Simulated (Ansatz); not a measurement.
# GeH− (singlet): wave-function methods side by side at distance Ge1–H2 = 2.238 Å, aug-cc-pVDZ

An exercise on one series of results from a longer session: the logs are not shown, and one member is left open.

Computed with Ansatz 0.2.0, Gaussian basis. Level: aug-cc-pVDZ, core rule «outside noble gas», up to 14 orbitals frozen.

Plan: UHF; CCSD(T) on RHF; CCSD(T) on UHF; BCCD(T) on RHF; CISD; CCSDT(Q) on RHF; CCSDT(Q) on UHF; CASSCF and MRCISD+Q, 2 electrons in 2 orbitals; CASSCF and NEVPT2, 2 electrons in 2 orbitals; CASSCF and MRCISD+Q, 6 electrons in 5 orbitals; CASSCF and NEVPT2, 6 electrons in 5 orbitals; Full CI.

21 further runs of the same task are left out: 4 for a known fault of the program, 14 that didn't finish, 3 set aside as unsound or not needed.

## What is computed

The geometry derives from a PBE0/def2-TZVPD stationary point (not a proven minimum). One bond is set to the value named and the two fragments are kept rigid. No spin-orbit coupling is included. The filled d shell of Ge may be among the frozen orbitals whatever the setting's name suggests; the logs give the count.

2 atoms, charge -1, spin multiplicity 1.

Atoms are counted from 1 here; the program's logs count them from 0.

No contacts short enough for the rule that draws bonds.

Coordinates:

```
Ge    0.0000    0.0000    0.0000
H     0.0000    0.0000    2.2380
```

Set-up of the first run:

Input file in.yaml:

```yaml
crystal:
  periodic: [false, false, false]
  atoms:
    - {symbol: Ge, position_ang: [0.000000, 0.000000, 0.000000]}
    - {symbol: H, position_ang: [0.000000, 0.000000, 2.238000]}
basis:
  gaussian: {orbitals: aug-cc-pVDZ}
total_charge: -1
magnetization: {spin_polarized: true, initial_magnetization: 0}
hamiltonian: {xc: hf}
output: {orbitals: {seedname: orbitals}}
```

Launch:

```sh
> ansatz run in.yaml --threads 1 --pin off --events-out ev --progress --plain --max-ram 2393MiB
```

Steps of the session up to this table: UHF; CCSD(T) on RHF; CCSD(T) on UHF; BCCD(T) on RHF; CISD; CCSDT(Q) on RHF; CCSDT(Q) on UHF; CASSCF and MRCISD+Q, 2 electrons in 2 orbitals; CASSCF and NEVPT2, 2 electrons in 2 orbitals; CASSCF and MRCISD+Q, 6 electrons in 5 orbitals; CASSCF and NEVPT2, 6 electrons in 5 orbitals; Full CI.

One of the session's tables, all rows but one given; the rest of the session is left out.

It belongs to the step «Misses and costs». 

| method | from FCI (meV) |
| --- | --- |
| RHF | +3585.7 |
| RMP2 | ? |
| CISD | +547.0 |
| RCCSD | +321.2 |
| RCCSD(T) | +166.8 |
| BCCD(T) | +167.7 |
| RCCSDT | +32.8 |
| RCCSDT(Q) | -6.3 |
| CASSCF valence | +2489.4 |
| NEVPT2 valence | +738.7 |
| MRCISD valence | +175.0 |
| MRCISD+Q valence | -15.0 |
| FCI | 0 |

Q: Estimate the row for RMP2 from the others.

As computed: from FCI (meV): +1131.2. In the column «from FCI (meV)» it lies between NEVPT2 valence (+738.7) and CASSCF valence (+2489.4).

Left out of the table: CASSCF pair, NEVPT2 pair, MRCISD pair, MRCISD+Q pair (the active space lost an orbital or holds another state than full CI finds).

Limits of these values: The report flags that the cluster equations may have other roots. Left out of the table: UHF, UMP2, UCCSD, UCCSD(T), UCCSDT, UCCSDT(Q) (another determinant or state than the rows shown). The program flags RCCSDT(Q) as in doubt, so those rows may rest on another solution; read them beside their warnings. RCCSDT(Q), MRCISD+Q valence fall below full CI, which methods that aren't variational can do. Warnings in the runs' records: passed over end.
